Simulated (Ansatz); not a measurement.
# AlBrCl₂: how energies converge with the basis set

Aim: see how fast density functionals converge with the basis set for AlBrCl₂.

Method: one geometry, several basis sets; program: Ansatz 0.2.0, Gaussian basis.

Plan: PBE0-D4/def2-SVP; ωB97M-V/def2-SVP; PBE0-D4/def2-QZVPP; ωB97M-V/def2-QZVPP; the functionals' def2-TZVPP values are taken from earlier runs.

## (1) The relaxed structure

An earlier PBE0-D4 in a triple-zeta def2 set relaxation fixed the geometry.

SMILES `[Cl][Al]([Cl])[Br]`, 4 atoms, charge 0, spin multiplicity 1.

Atoms are counted from 1 here; the program's logs count them from 0.

Bond lengths: Cl1–Al2 2.070 Å, Al2–Cl3 2.070 Å, Al2–Br4 2.225 Å. Angles: Cl1–Al2–Cl3 119.7°, Cl1–Al2–Br4 120.2°, Cl3–Al2–Br4 120.2°.

## (2) PBE0-D4 in def2-SVP

Input file in.yaml:

```yaml
crystal:
  periodic: [false, false, false]
  atoms:
    - {symbol: Cl, position_ang: [-0.005094, 0.383326, 2.045193]}
    - {symbol: Al, position_ang: [0.031433, -0.036397, 0.018182]}
    - {symbol: Cl, position_ang: [1.078489, -1.685277, -0.668218]}
    - {symbol: Br, position_ang: [-1.049229, 1.278049, -1.415457]}
basis:
  gaussian: {orbitals: def2-SVP}
hamiltonian: {xc: pbe0, dispersion: d4}
output: {orbitals: {seedname: orbitals}}
```

Further steps of the session: ωB97M-V in def2-SVP; PBE0-D4 in def2-QZVPP; ωB97M-V in def2-QZVPP.

Before running them: what should the planned runs give, taken together? Wanted: PBE0-D4: double and triple zeta above quadruple; ωB97M-V: double and triple zeta above quadruple.

As calculated:

```
                                       quantity           value
PBE0-D4: double and triple zeta above quadruple  21.82, 2.37 eV
ωB97M-V: double and triple zeta above quadruple  21.55, 2.27 eV
```

In words: PBE0-D4 gains 19.46 eV from double to triple zeta, then 2.37 eV more. Total energies overstate the basis error of differences, where much of it tends to cancel.
